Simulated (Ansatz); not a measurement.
# C2H6BSb: the cost of one run

Computed with Ansatz 0.2.0. Level: RKS PBE-D4/def2-TZVP.

## (1) The system as given

10 atoms, charge 0, spin multiplicity 1.

Atoms are counted from 1 here; the program's logs count them from 0.

Bond lengths: C1–Sb2 2.214 Å, C1–H5 1.107 Å, C1–H6 1.105 Å, C1–H7 1.106 Å, Sb2–B3 2.207 Å, Sb2–C4 2.403 Å, B3–C4 1.491 Å, B3–H8 1.210 Å, C4–H9 1.107 Å, C4–H10 1.108 Å. Angles: Sb2–C1–H5 107.6°, Sb2–C1–H6 111.7°, Sb2–C1–H7 108.8°, H5–C1–H6 109.9°, H5–C1–H7 108.8°, H6–C1–H7 109.9°, C1–Sb2–B3 91.9°, C1–Sb2–C4 105.4°, B3–Sb2–C4 37.4°, Sb2–B3–C4 78.5°, Sb2–B3–H8 133.8°, C4–B3–H8 136.0°, Sb2–C4–B3 64.1°, Sb2–C4–H9 88.5°, Sb2–C4–H10 130.4°, B3–C4–H9 123.8°, B3–C4–H10 123.6°, H9–C4–H10 111.7°.

Coordinates:

```mol
C2H6BSb
  3D, bonds by distance, orders not assigned

 10 10  0  0  0  0  0  0  0  0999 V2000
   -1.2653    0.9439   -0.9176 C   0  0
    0.7673    0.1129   -1.1990 Sb  0  0
    0.4516   -1.3882    0.3874 B   0  0
    1.5048   -0.5265    0.9973 C   0  0
   -1.6778    1.1685   -1.9202 H   0  0
   -1.9273    0.2344   -0.3895 H   0  0
   -1.1891    1.8871   -0.3443 H   0  0
   -0.5165   -1.9950    0.7869 H   0  0
    2.5475   -0.4754    0.6301 H   0  0
    1.3878   -0.0130    1.9719 H   0  0
  1  2  8  0
  1  5  8  0
  1  6  8  0
  1  7  8  0
  2  3  8  0
  2  4  8  0
  3  4  8  0
  3  8  8  0
  4  9  8  0
  4 10  8  0
M  END
```

This geometry comes from a loose relaxation at PBE in a small basis, which is not shown.

## (3) Setting up the map

- angle H6–C1–H7: 7 values from 65 to 155 °
- angle H9–C4–Sb2: 7 values from 53.4 to 123.4 °

Nothing else is relaxed (all other coordinates rigid). Energies count from the relaxed molecule at the same level. Points are written as (first, second).

(The set-up runs are not shown.)

## (4) Grid point (110°, 88.4°)

input.yaml

```yaml
crystal:
  periodic: [false, false, false]
  atoms:
    - { symbol: C, position_ang: [-1.257612, 0.942694, -0.911634] }
    - { symbol: Sb, position_ang: [0.76118, 0.117753, -1.187205] }
    - { symbol: B, position_ang: [0.447175, -1.384344, 0.384043] }
    - { symbol: C, position_ang: [1.493392, -0.52705, 0.990502] }
    - { symbol: H, position_ang: [-1.671844, 1.146971, -1.90784] }
    - { symbol: H, position_ang: [-1.905892, 0.243062, -0.373424] }
    - { symbol: H, position_ang: [-1.179632, 1.886488, -0.357965] }
    - { symbol: H, position_ang: [-0.504405, -1.988644, 0.779193] }
    - { symbol: H, position_ang: [2.526858, -0.46448, 0.627983] }
    - { symbol: H, position_ang: [1.374009, -0.024108, 1.958484] }
basis:
  gaussian: { orbitals: def2-TZVP }
hamiltonian:
  xc: pbe
  dispersion: d4
output:
  forces: true
```

Launch:

```console
$ ansatz run input.yaml --threads 1 --pin off --max-ram 2560MiB --backend cpu --events-out ev --progress --plain --runs-dir out
```

What time and memory should one allow on 1 thread of Intel Xeon at 2.50GHz (Skylake/Cascade Lake), shared host?

About 11 s, with a peak of 0.2 GiB.
